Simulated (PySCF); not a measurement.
# C3H12N2OSi: electronic excitations

Aim: predict the electronic excitations of C3H12N2OSi (`CC(C)[Si](N)(N)O`).

Computed with PySCF 2.14.0, with density-fitted response routines of our own, on a single molecule in the gas phase. Atoms are numbered from 0 throughout.

### Step 1. The molecule as given

19 atoms, charge 0, multiplicity 1; geometry from: GFN2-xTB.

Bonds of the start (Å): C0–C1 1.53, C1–C2 1.53, C1–Si3 1.91, Si3–N4 1.73, Si3–N5 1.73, Si3–O6 1.64, C0–H7 1.09, C0–H8 1.09, C0–H9 1.09, C1–H10 1.10, C2–H11 1.09, C2–H12 1.09, C2–H13 1.09, N4–H14 1.01, N4–H15 1.01, N5–H16 1.01, N5–H17 1.01, O6–H18 0.95.

### Step 2. Excited states and response: CAM-B3LYP/def2-SVPD

The job: settings as JSON, then the geometry in Å.

```
{"job": {"kind": "uv", "xc": "CAM-B3LYP", "basis": "def2-SVPD", "nstates": 8, "ntriplets": 3}, "charge": 0, "multiplicity": 1}
C      1.450848    -1.065275    -0.858442
C      0.691033     0.237088    -0.616118
C      1.488091     1.133312     0.327195
Si    -1.070820    -0.089790     0.032389
N     -1.855783     1.442487     0.217109
N     -0.933460    -0.976533     1.513268
O     -1.960157    -1.016917    -0.989662
H      1.516482    -1.640796     0.062060
H      0.949207    -1.674132    -1.608001
H      2.462789    -0.861999    -1.208793
H      0.615196     0.756821    -1.577221
H      0.949113     2.055576     0.526484
H      2.457797     1.382861    -0.103002
H      1.658860     0.626013     1.273858
H     -2.812153     1.426732     0.535347
H     -1.777392     2.099739    -0.542094
H     -0.369563    -0.572077     2.241852
H     -1.783416    -1.338071     1.916273
H     -1.686477    -1.915789    -1.149964
```

Level: TDDFT CAM-B3LYP/def2-SVPD, vertical, gas phase, core orbitals frozen in the response.

Run with:

```console
OMP_NUM_THREADS=1 python probes_run.py task.json out
```

One launch serves the whole session: the jobs run in the order shown.

Log:

```text
coarse grid: 15536 points
cycle   1  E = -595.2243420696  dE =  7.329e-01  |g| = 8.316e-01  |ddm| = 6.756e+00
cycle   2  E = -595.1862630364  dE =  3.808e-02  |g| = 9.780e-01  |ddm| = 3.996e+00
cycle   3  E = -595.3673257120  dE = -1.811e-01  |g| = 8.539e-02  |ddm| = 1.640e+00
cycle   4  E = -595.3684584493  dE = -1.133e-03  |g| = 4.228e-02  |ddm| = 1.585e-01
cycle   5  E = -595.3688396379  dE = -3.812e-04  |g| = 6.480e-03  |ddm| = 1.092e-01
cycle   6  E = -595.3688480562  dE = -8.418e-06  |g| = 2.415e-03  |ddm| = 1.569e-02
final grid: 143208 points
cycle   7  E = -595.4579319836  dE = -3.796e-05  |g| = 4.971e-03  |ddm| = 8.685e-02
cycle   8  E = -595.4579309228  dE =  1.061e-06  |g| = 5.614e-03  |ddm| = 2.097e-02
cycle   9  E = -595.4579374585  dE = -6.536e-06  |g| = 3.217e-04  |ddm| = 1.071e-02
cycle  10  E = -595.4579374741  dE = -1.561e-08  |g| = 2.310e-04  |ddm| = 1.116e-03
cycle  11  E = -595.4579374844  dE = -1.030e-08  |g| = 4.383e-05  |ddm| = 3.395e-04
cycle  12  E = -595.4579374848  dE = -4.255e-10  |g| = 1.013e-05  |ddm| = 1.286e-04
converged SCF energy = -595.4579374848

Static polarisability (au): isotropic 80.130, principal 74.398 80.696 85.297

Singlet excitations
state   eV       nm        f      main configurations
  1   6.5541    189.2   0.03030   H->L 0.79
  2   6.8880    180.0   0.06263   H-1->L 0.37, H-2->L 0.28, H->L+3 0.12
  3   7.2659    170.6   0.01692   H-1->L 0.47, H-2->L 0.37
  4   7.8317    158.3   0.00180   H->L+1 0.49
  5   7.9746    155.5   0.01224   H->L+3 0.30, H-1->L+1 0.13, H-2->L+1 0.11
  6   8.0097    154.8   0.02335   H-1->L+1 0.28, H-1->L+3 0.20
  7   8.1500    152.1   0.01272   H->L+2 0.39, H->L+6 0.14, H->L+3 0.09
  8   8.2650    150.0   0.04221   H-1->L+2 0.59

Triplet excitations (Tamm-Dancoff, eV): 6.2646 6.5259 7.0991
```

Run time: 70 s. Hardware: 1 thread of Arm Neoverse V1, shared host; peak memory 1.2 GiB.

Frontier orbitals and where they lie:

| orbital | eV | atoms |
| --- | --- | --- |
| HOMO−3 | -10.76 | C1 24 %, O6 16 %, C2 16 % |
| HOMO−2 | -9.36 | N5 30 %, N4 20 %, Si3 12 % |
| HOMO−1 | -9.06 | N4 24 %, C1 21 %, Si3 14 % |
| HOMO | -8.79 | N5 38 %, N4 34 %, Si3 5 % |
| LUMO | 0.83 | Si3 29 %, O6 14 %, H18 8 % |
| LUMO+1 | 1.77 | O6 25 %, H18 12 %, C2 9 % |
| LUMO+2 | 1.85 | C0 15 %, C2 12 %, H9 11 % |

With each of the 8 states as a Gaussian band of 0.4 eV half-width at 1/e, the curve within the window shown has maxima at 181 nm (ε 3,500), 153 nm (ε 3,400) L/(mol cm). Beyond the last state computed it falls off for lack of states. The curve at chosen wavelengths:

| nm | ε (L/mol/cm) |
| --- | --- |
| 145 | 1346 |
| 148 | 2465 |
| 150 | 3072 |
| 153 | 3369 |
| 155 | 3119 |
| 158 | 2346 |
| 160 | 1804 |
| 163 | 1261 |
| 165 | 1153 |
| 168 | 1355 |
| 170 | 1673 |
| 173 | 2295 |
| 175 | 2722 |
| 178 | 3231 |
| 180 | 3416 |
| 183 | 3413 |
| 185 | 3236 |
| 188 | 2781 |
| 190 | 2406 |
| 193 | 1819 |
| 195 | 1450 |
| 198 | 973 |
| 200 | 717 |
| 203 | 428 |
| 205 | 292 |
| 208 | 156 |

Ground-state properties from the same run:

| property | computed |
| --- | --- |
| dipole moment (D) | 0.45 |
| polarisability (Å³) | 11.87 |
| HOMO–LUMO gap (eV) | 9.62 |
| −ε(HOMO) (eV) | 8.79 |

### Step 3. Summary of results

| quantity | value |
| --- | --- |
| lowest singlet (CAM-B3LYP/def2-SVPD) | 6.55 eV (189 nm), f = 0.030 |
| brightest single state of those computed | state 2, 6.89 eV, f = 0.063 |
| lowest triplet | 6.26 eV |

In words: The lowest singlet, at 6.55 eV, is HOMO→LUMO 0.79 and is weak; of the 8 states computed, the strongest absorption comes from state 2 at 6.89 eV (the last state computed is bright too, and its partners may lie past the list). The lowest triplet lies 0.29 eV below the lowest singlet (triplets in Tamm-Dancoff, singlets in full TDDFT).
